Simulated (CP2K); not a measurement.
SiO:

```
CELL_PARAMETERS angstrom
2.80697 0.00000 0.00000
0.00000 2.80697 0.00000
0.00000 0.00000 2.80697
ATOMIC_POSITIONS crystal
Si 0.00000 0.00000 0.00000
O 0.50000 0.50000 0.50000
```

The cell was built by a generator and needn't be a form met in nature.

Base run:

```yaml
Program: CP2K 2026.2
Functional: PBEsol
Potentials_or_basis: POTENTIAL_UZH Si GTH-PBE-q4, O GTH-PBE-q6; TZVP-MOLOPT-PBE-GTH basis
Density_cutoff: 8163 eV
k_mesh: 9 × 9 × 9
Occupations: fermi-dirac, width 0.01 eV
Spin: no spin polarisation
```

Its results: band gap on the k mesh none (metal or under the smearing width); pressure -3.5 GPa.

**Question.** The run is repeated on the same cell with these changes: functional from PBEsol to PBE; occupations from fermi-dirac, width 0.01 eV to fermi-dirac, width 0.05 eV. What comes out?

**Answer.** Band gap on the k mesh none (metal or under the smearing width); pressure 0.3 GPa.

Caveats: the basis of atomic orbitals isn't converged, which shifts pressures, moduli and gaps; the potentials were made for another functional, which shifts forces and pressure (some runs).
